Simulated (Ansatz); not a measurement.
# NiO2: the cost of one run

Program: Ansatz 0.2.0. Level of theory: DFT LDA, scalar-relativistic, plane waves, PAW. These are calculated values, not measurements.

2 further runs of the same task are left out: 2 set aside as unsound or not needed.

**1. The starting structure**

Symmetry: R-3m, No. 166, trigonal system. Conventional cell: a = 2.811 Å, b = 2.811 Å, c = 14.444 Å, α = 90.00°, β = 90.00°, γ = 120.00°. Ni (site symmetry -3m) is surrounded by 6 O at 1.88 Å. O (site symmetry 3m) has 3 Ni at 1.88 Å as nearest neighbours.

Structure file:

```
Ni O
1.0
     1.40530    0.81135    4.81450
    -1.40530    0.81135    4.81450
     0.00000   -1.62270    4.81450
Ni O
1 2
Cartesian
  0.0000 0.0000 0.0000
  0.0000 0.0000 8.6848
  0.0000 0.0000 5.7587
```

It goes back to an entry of the Materials Project, which need not be the stable form.

It is the result of an earlier relaxation at this level (volume 10.98 Å³/atom; gap on the mesh: 1.00 eV).

**2. The cell under LDA**

Input file input.yaml:

```yaml
crystal:
  lattice:
    - [1.4053036779, 0.8113524567, 4.8145016877]
    - [-1.4053036779, 0.8113524567, 4.8145016877]
    - [0.0, -1.6227049135, 4.8145016877]
  atoms:
    - { symbol: Ni, position: [0.0, 0.0, 0.0] }
    - { symbol: O, position: [0.6012961353, 0.6012961353, 0.6012961353] }
    - { symbol: O, position: [0.3987038647, 0.3987038647, 0.3987038647] }
basis:
  ecutwfc: 420
kpoints:
  mp_grid: { grid: [12, 12, 12] }
hamiltonian:
  xc: lda
scf:
  occupations: { method: gaussian, width: 0.02 }
output:
  forces: true
  stress: true
  eigenvalues: true
relax:
  adjacent_minimum: "off"
  f_tol: 0.005
  max_steps: 50
  cell: { stress_tol: 0.05 }
```

What time and memory should one allow on 1 thread of an Arm CPU, shared host?

About 68 s, with a peak of 0.38 GiB.
